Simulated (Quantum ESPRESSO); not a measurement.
**PPt: single point with PBE+U**

PPt:

```
CELL_PARAMETERS angstrom
3.74303 0.00000 0.00000
-1.87151 3.24156 0.00000
0.00000 0.00000 6.35374
ATOMIC_POSITIONS crystal
Pt 0.33333 0.66667 0.37190
Pt 0.66667 0.33333 0.87190
P 0.33333 0.66667 0.00310
P 0.66667 0.33333 0.50310
```

The cell comes from a database or a generator and needn't be the stable form of this composition.

```
Program             : Quantum ESPRESSO 7.5
Task                : single point
Functional          : PBE
Potentials or basis : SSSP 1.3 efficiency PBE
Cutoff              : 748 eV
Density cutoff      : 5987 eV
k mesh              : 8 × 8 × 4
Occupations         : fermi-dirac, width 0.05 eV
Spin                : no spin polarisation
Hubbard terms       : Pt d U = 1 eV
```

```json
{
  "Pressure": "0.2 GPa",
  "Largest force": "0.133 eV/Å",
  "Band gap on the k mesh": "none (metal or under the smearing width)"
}
```

Forces in eV/Å, atoms in the order of the input:
```
Pt   0.000  0.000 -0.133
Pt   0.000  0.000 -0.133
P    0.000  0.000  0.133
P    0.000  0.000  0.133
```

Stress tensor (GPa, compression positive):
```
0.06 0.00 0.00
0.00 0.06 0.00
0.00 0.00 0.53
```

Levels at points of the mesh, in eV from the Fermi level:
| k point | band 17 | band 18 | band 19 | band 20 | band 21 | band 22 | band 23 | band 24 |
| --- | --- | --- | --- | --- | --- | --- | --- | --- |
| (0.00, 0.00, 0.00) | -3.57 | -3.57 | -3.17 | 1.85 | 1.85 | 3.23 | 3.61 | 4.12 |
| (0.00, 0.00, -0.50) | -3.82 | -3.82 | -0.15 | -0.15 | 2.74 | 2.74 | 2.74 | 2.74 |
| (0.00, -0.50, 0.00) | -3.44 | -3.26 | -2.57 | -2.55 | -1.65 | -0.85 | 0.88 | 1.82 |
| (0.00, -0.50, -0.50) | -3.27 | -3.27 | -3.13 | -3.13 | 0.18 | 0.18 | 0.53 | 0.53 |

Eigenvalues of the final occupation matrices:
| site | spin | trace | eigenvalues |
| --- | --- | --- | --- |
| Pt 1 5d | each | 4.41 | 0.84 0.84 0.86 0.94 0.94 |
| Pt 2 5d | each | 4.41 | 0.84 0.84 0.86 0.94 0.94 |

Wall time 48 s on 1 thread of AMD EPYC 9R45 96-Core Processor (Zen 5), on a shared host, peak memory 0.39 GiB.

Caveat: U without spin polarisation on a metal has little footing; the U is typed as a test and isn't derived for this compound. The run has no spin-orbit coupling, so splittings on Pt are missing.
